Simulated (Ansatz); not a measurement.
# C₃H₈Cl₃GeN: a ladder of functionals and wavefunction methods

The task here is to estimate one member of a computed series from the others.

Computed with Ansatz 0.2.0, Gaussian basis. Level: functionals in def2-TZVPP, the program's frozen cores in correlated methods.

Plan: LDA (SPW92), PBE-D4, revPBE-D4, BLYP-D4, r2SCAN-D4, B97M-V, PBE0-D4, B3LYP-D4, r2SCANh-D4, r2SCAN0-D4, HSE06-D4, BHLYP-D4, CAM-B3LYP-D4, LC-ωPBE, ωB97X-V, ωB97M-V, B2PLYP, PBE-QIDH; CCSD(T)/def2-SVP; CCSD(T)/def2-TZVPP; MP2/def2-QZVPP; extrapolation to the limit; RPA on PBE.

## The geometry

An earlier PBE0-D4 in a triple-zeta def2 set relaxation fixed the geometry.

SMILES `CC[N](C)[Ge]([Cl])([Cl])[Cl]`, 16 atoms, charge 0, spin multiplicity 1.

Atoms are counted from 1 here; the program's logs count them from 0.

Bond lengths: C1–C2 1.518 Å, C1–H9 1.092 Å, C1–H10 1.092 Å, C1–H11 1.092 Å, C2–N3 1.458 Å, C2–H12 1.100 Å, C2–H13 1.093 Å, N3–C4 1.450 Å, N3–Ge5 1.801 Å, C4–H14 1.099 Å, C4–H15 1.093 Å, C4–H16 1.091 Å, Ge5–Cl6 2.127 Å, Ge5–Cl7 2.128 Å, Ge5–Cl8 2.146 Å. Angles: C2–C1–H9 110.4°, C2–C1–H10 110.0°, C2–C1–H11 112.0°, H9–C1–H10 108.6°, H9–C1–H11 108.3°, H10–C1–H11 107.5°, C1–C2–N3 112.4°, C1–C2–H12 110.1°, C1–C2–H13 108.7°, N3–C2–H12 110.1°, N3–C2–H13 108.7°, H12–C2–H13 106.6°, C2–N3–C4 114.8°, C2–N3–Ge5 117.7°, C4–N3–Ge5 117.9°, N3–C4–H14 112.4°, N3–C4–H15 110.0°, N3–C4–H16 110.5° and more.

The first run:

in.yaml

```yaml
crystal:
  periodic: [false, false, false]
  atoms:
    - {symbol: C, position_ang: [0.658208, -1.724605, -1.044584]}
    - {symbol: C, position_ang: [-0.076394, -0.398050, -0.980983]}
    - {symbol: N, position_ang: [0.031856, 0.234653, 0.328012]}
    - {symbol: C, position_ang: [-0.764770, -0.383908, 1.369928]}
    - {symbol: Ge, position_ang: [0.240725, 2.022371, 0.377901]}
    - {symbol: Cl, position_ang: [0.763715, 2.621376, 2.351084]}
    - {symbol: Cl, position_ang: [1.787160, 2.587705, -0.969666]}
    - {symbol: Cl, position_ang: [-1.506516, 3.139630, -0.174198]}
    - {symbol: H, position_ang: [1.714433, -1.587329, -0.805573]}
    - {symbol: H, position_ang: [0.581147, -2.146116, -2.049436]}
    - {symbol: H, position_ang: [0.241504, -2.455888, -0.349351]}
    - {symbol: H, position_ang: [-1.134583, -0.539583, -1.246211]}
    - {symbol: H, position_ang: [0.347529, 0.273820, -1.731992]}
    - {symbol: H, position_ang: [-1.833262, -0.416317, 1.115407]}
    - {symbol: H, position_ang: [-0.424026, -1.407762, 1.544100]}
    - {symbol: H, position_ang: [-0.649927, 0.157505, 2.309763]}
basis:
  gaussian: {orbitals: def2-TZVPP}
hamiltonian: {xc: lda}
output: {orbitals: {seedname: orbitals}}
```

On the command line:

```bash
$ ansatz run in.yaml --threads 4 --pin off --events-out ev --progress --plain --max-ram 41984MiB --backend cuda --devices 0, --max-vram 37GiB
```

Steps of the session up to this table: LDA; PBE-D4 (GGA); revPBE-D4 (GGA); BLYP-D4 (GGA); r2SCAN-D4 (meta-GGA); B97M-V (meta-GGA); B3LYP-D4 (hybrid); r2SCANh-D4 (hybrid); r2SCAN0-D4 (hybrid); HSE06-D4 (hybrid); BHLYP-D4 (hybrid); CAM-B3LYP-D4 (range-separated); LC-ωPBE (range-separated); ωB97X-V (range-separated); ωB97M-V (range-separated); B2PLYP (double hybrid); PBE-QIDH (double hybrid).

One table of the session follows, with a row left open; its other results are not shown here.

It belongs to the step «Orbital energies across the functionals». 

| functional | HOMO (eV) | gap (eV) |
| --- | --- | --- |
| LDA (SPW92) | -5.98 | 3.46 |
| PBE-D4 | -5.84 | 3.61 |
| revPBE-D4 | -5.78 | 3.67 |
| BLYP-D4 | -5.72 | 3.56 |
| r2SCAN-D4 | -6.11 | 4.13 |
| B97M-V | -6.24 | 4.36 |
| PBE0-D4 | -7.18 | 5.96 |
| B3LYP-D4 | -6.96 | 5.42 |
| r2SCANh-D4 | -6.61 | 4.99 |
| r2SCAN0-D4 | -7.37 | 6.29 |
| HSE06-D4 | -6.78 | 5.19 |
| BHLYP-D4 | -8.46 | 8.33 |
| CAM-B3LYP-D4 | -8.56 | 8.39 |
| LC-ωPBE | -9.90 | 11.00 |
| ωB97X-V | -9.57 | 10.57 |
| ωB97M-V | ? | ? |

Q: Estimate the row for ωB97M-V from the others.

As computed: HOMO (eV): -9.47; gap (eV): 10.32. In the column «HOMO (eV)» it lies between ωB97X-V (-9.57) and CAM-B3LYP-D4 (-8.56).
